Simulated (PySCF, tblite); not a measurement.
# C12H14O: NMR shifts, part 2 of 2

tblite 0.8.0 and PySCF 2.14.0. Atoms count from 0. Earlier steps stand in the parts before.

## Step 6: NMR shifts: GIAO PBE0/pcSseg-1 in chloroform

Job settings and geometry (Å):

```
{"job": {"kind": "nmr", "xc": "PBE0", "basis": "pcSseg-1", "pop": false, "solvent": "chloroform"}, "charge": 0, "multiplicity": 1}
O     -0.865095    -0.249480     1.797465
C     -0.345493    -0.367837     0.708177
C      1.137364    -0.192819     0.566465
C      1.871274     0.081198     1.728275
C      3.249381     0.252072     1.671371
C      3.914120     0.154170     0.447628
C      3.194080    -0.114251    -0.715509
C      1.813223    -0.288343    -0.657138
C     -1.162593    -0.647460    -0.543985
C     -2.585186    -1.151507    -0.221541
C     -3.547852    -0.156431    -0.880011
C     -2.754486     1.144726    -0.905406
C     -1.365137     0.679848    -1.327776
H      1.323881     0.153451     2.670177
H      3.811618     0.462992     2.584026
H      4.997495     0.288449     0.400428
H      3.711364    -0.189139    -1.674691
H      1.264224    -0.495453    -1.577302
H     -0.606610    -1.370298    -1.158343
H     -2.713238    -1.140555     0.870719
H     -2.742836    -2.183653    -0.565710
H     -4.508178    -0.074985    -0.348922
H     -3.776543    -0.466134    -1.914377
H     -3.174849     1.911563    -1.573809
H     -2.709922     1.576690     0.108780
H     -0.575721     1.422351    -1.134964
H     -1.352376     0.469434    -2.409819
```

With the program's defaults for keys left out, this is: GIAO PBE0/pcSseg-1 NMR shielding, non-relativistic, IEF-PCM chloroform.

The program printed:

```text
start: PBE on a coarse grid of 21630 points
cycle   1  E = -539.8460969291  dE =  1.577e+00  |g| = 9.932e-01  |ddm| = 5.120e+00
cycle   2  E = -539.0421167132  dE =  8.040e-01  |g| = 2.173e+00  |ddm| = 4.100e+00
cycle   3  E = -540.0165722009  dE = -9.745e-01  |g| = 4.666e-01  |ddm| = 3.479e+00
cycle   4  E = -540.0647575578  dE = -4.819e-02  |g| = 1.074e-01  |ddm| = 5.854e-01
cycle   5  E = -540.0668768858  dE = -2.119e-03  |g| = 4.707e-02  |ddm| = 1.600e-01
cycle   6  E = -540.0673738694  dE = -4.970e-04  |g| = 1.442e-02  |ddm| = 6.739e-02
cycle   7  E = -540.0674233214  dE = -4.945e-05  |g| = 5.019e-03  |ddm| = 1.837e-02
final grid: 198860 points
cycle   8  E = -540.2403995228  dE = -7.329e-03  |g| = 6.047e-02  |ddm| = 5.043e-01
cycle   9  E = -540.2389843590  dE =  1.415e-03  |g| = 1.064e-01  |ddm| = 1.481e-01
cycle  10  E = -540.2411761974  dE = -2.192e-03  |g| = 1.329e-02  |ddm| = 1.098e-01
cycle  11  E = -540.2412117475  dE = -3.555e-05  |g| = 2.933e-03  |ddm| = 1.534e-02
cycle  12  E = -540.2412147210  dE = -2.973e-06  |g| = 1.246e-03  |ddm| = 3.786e-03
cycle  13  E = -540.2412118008  dE =  2.920e-06  |g| = 3.347e-04  |ddm| = 1.688e-03
cycle  14  E = -540.2412133103  dE = -1.510e-06  |g| = 9.004e-05  |ddm| = 4.342e-04
converged SCF energy = -540.2412133103

GIAO shielding tensors (ppm)
atom      isotropic    diamagn.    paramagn.     s11        s22        s33       span
  0 O     -247.727     402.785    -650.513   -787.896   -348.338    393.053   1180.949
  1 C      -22.073     249.470    -271.543   -112.047    -49.384     95.213    207.260
  2 C       46.148     261.382    -215.234    -47.178     23.027    162.595    209.773
  3 C       49.034     246.358    -197.324    -59.193     22.375    183.919    243.112
  4 C       49.950     254.367    -204.417    -59.653     33.456    176.047    235.700
  5 C       44.334     254.314    -209.980    -68.398     25.577    175.822    244.220
  6 C       50.557     253.227    -202.670    -60.157     35.866    175.962    236.119
  7 C       48.687     253.055    -204.367    -51.917     21.812    176.166    228.083
  8 C      139.238     253.091    -113.853    106.798    151.739    159.179     52.382
  9 C      158.925     247.193     -88.269    131.440    171.613    173.722     42.282
 10 C      154.429     251.073     -96.643    130.407    162.091    170.790     40.383
 11 C      156.037     249.354     -93.317    134.121    164.987    169.002     34.881
 12 C      148.180     246.977     -98.798    119.086    156.284    169.169     50.083
 13 H       22.637      32.972     -10.335     17.628     22.523     27.761     10.133
 14 H       23.434      28.122      -4.688     19.690     24.184     26.429      6.739
 15 H       23.395      27.353      -3.957     20.098     23.883     26.206      6.108
 16 H       23.482      29.740      -6.258     19.770     23.757     26.918      7.148
 17 H       22.998      34.799     -11.801     18.505     20.898     29.591     11.086
 18 H       27.514      35.060      -7.546     22.070     27.240     33.233     11.163
 19 H       28.614      31.485      -2.871     23.271     27.604     34.967     11.696
 20 H       29.645      29.663      -0.018     24.525     27.219     37.192     12.667
 21 H       29.379      27.697       1.682     24.806     26.243     37.089     12.283
 22 H       29.851      29.251       0.599     25.580     26.852     37.119     11.539
 23 H       29.726      28.899       0.827     24.723     26.675     37.778     13.055
 24 H       30.149      31.272      -1.123     26.178     28.091     36.176      9.999
 25 H       29.653      32.349      -2.696     24.570     29.725     34.665     10.095
 26 H       29.330      32.115      -2.785     23.889     27.981     36.120     12.231
```

It took 13 s on 2 threads of Arm Neoverse V2, shared host; peak memory 0.99 GiB.

## Step 7: Results

This closing draws on all 2 parts.

```
                                                               quantity                                                    value
                                                            point group                                                       C1
                                   rotational constants (main isotopes)                                     2.07, 0.45, 0.40 GHz
¹³C shifts against TMS (PBE0/pcSseg-2, means over atoms taken as alike)  209.8, 144.3, 142.6, 139.9, 137.4, 47.3, 32.0, 30.6 ppm
 ¹H shifts against TMS (PBE0/pcSseg-2, means over atoms taken as alike)       8.54, 7.76, 7.70, 3.88, 2.37, 1.77, 1.61, 1.50 ppm
                                 ¹⁷O shifts against H2O (PBE0/pcSseg-2)                                                601.8 ppm
                               measured, and computed on the same scale   C8 δ 46.4, 47.3; C9 δ 30.0, 32.0; C10 δ 26.3, 30.6 ppm
```

In words: The optimisation took 14 steps and gained 0.069 eV; among the close pairs (by a distance rule), C7–H17 changed most, from 1.078 to 1.091 Å (PBE0/def2-SVP). No frequency check was run at this level, so the end point may be a saddle. C1 (ketone carbonyl carbon) lies farthest downfield among carbon, at 209.8 ppm; low-lying n→π* states of the double bond to the heteroatom give a large paramagnetic term (-283 ppm). At PBE0/pcSseg-2: The widest tensor belongs to O0: span 1247 ppm, with a paramagnetic part of -676 ppm. 3 measured ¹³C shifts can be compared: mean absolute error 2.4 ppm, mean signed error +2.4 ppm. Vibration, temperature and solvent are missing from the calculation, and it holds one conformer, so part of the miss against the measured shifts is not the functional's. NICS(1)zz of -28 ppm above the planar ring from C2 marks a diatropic (aromatic) ring current.
